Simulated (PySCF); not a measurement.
# SnC: a composite coupled-cluster curve

An exercise on one series of results from a longer session: the logs are not shown, and one member is left open.

Computed with PySCF 2.14.0. Level: CCSD(T) on ROHF, scalar-relativistic core potentials.

The first run:

```
molecule             : SnC
state                : triplet, unpaired electrons σ ↑, π ↑
smaller basis        : Sn cc-pwCVDZ-PP with ECP28, C aug-cc-pVDZ
larger basis         : Sn cc-pwCVTZ-PP with ECP28, C aug-cc-pVTZ
frozen core orbitals : 5
extrapolation        : correlation as n⁻³ (n = 2, 3), Hartree–Fock as (n+1)·exp(−9√n)
corrections          : none
distances (Å)        : 1.7781, 1.8589, 1.9397, 2.0206, 2.1014, 2.2024, 2.3034
masses (u)           : 119.9022, 12.0000
dissociation limit   : Sn + C
```

On the command line:

```console
$ OMP_NUM_THREADS=4 python comp.py task.json out
```

Steps of the session up to this table: Coupled cluster at each distance.

One table of the session follows, with a row left open; its other results are not shown here.

```
                 level  Re (Å)  ωe (cm⁻¹)  ωexe (cm⁻¹)  αe (cm⁻¹)  De (eV)
CCSD(T), smaller basis  2.0336      644.3         4.40    0.00312    2.829
 CCSD(T), larger basis  2.0126      672.8         4.16    0.00295    3.112
                HF/CBS  1.9718      748.4         5.66    0.00315    0.898
               MP2/CBS  1.9789      766.0         1.22    0.00160    3.084
              CCSD/CBS  1.9932      701.0         4.08    0.00289    2.829
           CCSD(T)/CBS       ?          ?            ?          ?        ?
```

Estimate the missing values for CCSD(T)/CBS.

As computed: Re (Å): 2.0065; ωe (cm⁻¹): 681.0; ωexe (cm⁻¹): 4.06; αe (cm⁻¹): 0.00289; De (eV): 3.202. In the column «Re (Å)» it lies between CCSD/CBS (1.9932) and CCSD(T), larger basis (2.0126).

An extrapolation from double and triple zeta is rough, so this isn't yet the limit.
